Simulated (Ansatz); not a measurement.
# C3H4Se: the cost of one run

Computed with Ansatz 0.2.0 through its Python package. Level of theory: Hartree-Fock/def2-SVP.

## 1. Starting point

Bond lengths: Se1–C2 1.667 Å, C2–C3 1.498 Å, C2–C4 1.572 Å, C3–C4 1.384 Å, C3–H5 1.109 Å, C3–H6 1.130 Å, C4–H7 1.092 Å, C4–H8 1.111 Å. Angles (14 of 15 angles, heavy atoms first): Se1–C2–C3 162.2°, Se1–C2–C4 144.3°, C3–C2–C4 53.5°, C2–C3–C4 66.0°, C2–C4–C3 60.5°, C2–C3–H5 113.9°, C2–C3–H6 114.0°, C4–C3–H5 116.3°, C4–C3–H6 115.4°, C2–C4–H7 111.4°, C2–C4–H8 108.9°, C3–C4–H7 119.4°, C3–C4–H8 116.3°, H5–C3–H6 119.7°.

The script holds or builds the structure itself.

## 2. The code

File scan_c3h4se.py:

```python
'''Potential curve of C3H4Se along one bond.'''

from dataclasses import dataclass

import ansatz as az
import numpy as np


@dataclass(frozen=True)
class Options:
    basis: str = 'def2-SVP'
    functional: str = 'hf'


opts = Options()

geometry_ang = [
    ('Se', (-2.4111, 0.7843, -0.4349)),
    ('C', (-0.8258, 0.3843, -0.1088)),
    ('C', (0.5989, 0.4573, 0.3491)),
    ('C', (0.2541, -0.7518, -0.2286)),
    ('H', (0.7168, 0.4583, 1.4523)),
    ('H', (1.2519, 1.1279, -0.2841)),
    ('H', (0.5164, -0.9428, -1.2714)),
    ('H', (-0.0092, -1.5746, 0.4706)),
]
c3h4se = az.Crystal.molecule()
for symbol, xyz in geometry_ang:
    c3h4se = c3h4se.atom(symbol, xyz)

symbols = [site.symbol for site in c3h4se.cartesian_sites]
start = np.array([site.position_ang for site in c3h4se.cartesian_sites])
axis = (start[0] - start[1]) / np.linalg.norm(start[0] - start[1])
moving = [0]
lengths, energies = [1.42, 1.53, 1.67, 1.83, 2.08, 2.5, 3.0, 3.67], []
for length in lengths:
    xyz = start.copy()
    xyz[moving] += (length - np.linalg.norm(start[0] - start[1])) * axis
    point = az.Crystal.molecule()
    for symbol, place in zip(symbols, xyz):
        point = point.atom(symbol, place.tolist())
    calculation = (
        point.calculation()
        .basis(gaussian=opts.basis)
        .functional(opts.functional)
        .scf(lower_state_search='standard')
        .spin('collinear')
    )
    data = calculation.run(threads=1, backend='cpu').report
    energies.append(data['free_energy_ev'])
    print(f'r = {length:6.3f} A  E = {energies[-1]:.5f} eV  <S^2> = {abs(data["mean_field"]["state"]["spin_squared"]):.3f}')

print('energy above the lowest point (eV):', [round(e - min(energies), 3) for e in energies])
```

## 3. The input behind the calls

The package turns the script's settings into the engine's input (first run):

```yaml
crystal:
  periodic: [false, false, false]
  atoms:
    - { symbol: Se, position_ang: [-2.176052883087699, 0.7249933408409005, -0.38655024612054417] }
    - { symbol: C, position_ang: [-0.8258, 0.3843, -0.1088] }
    - { symbol: C, position_ang: [0.5989, 0.4573, 0.3491] }
    - { symbol: C, position_ang: [0.2541, -0.7518, -0.2286] }
    - { symbol: H, position_ang: [0.7168, 0.4583, 1.4523] }
    - { symbol: H, position_ang: [1.2519, 1.1279, -0.2841] }
    - { symbol: H, position_ang: [0.5164, -0.9428, -1.2714] }
    - { symbol: H, position_ang: [-0.0092, -1.5746, 0.4706] }
basis:
  gaussian:
    orbitals: def2-SVP
hamiltonian:
  xc: hf
magnetization:
  spin_polarized: true
scf:
  lower_state_search: standard
```

## 4. The run

Started as:

```bash
$ python scan_c3h4se.py
```

What time and memory should one allow on 1 thread of Intel Xeon Platinum 8488C (Sapphire Rapids), shared host?

About 3.3 min, with a peak of 0.4 GiB.
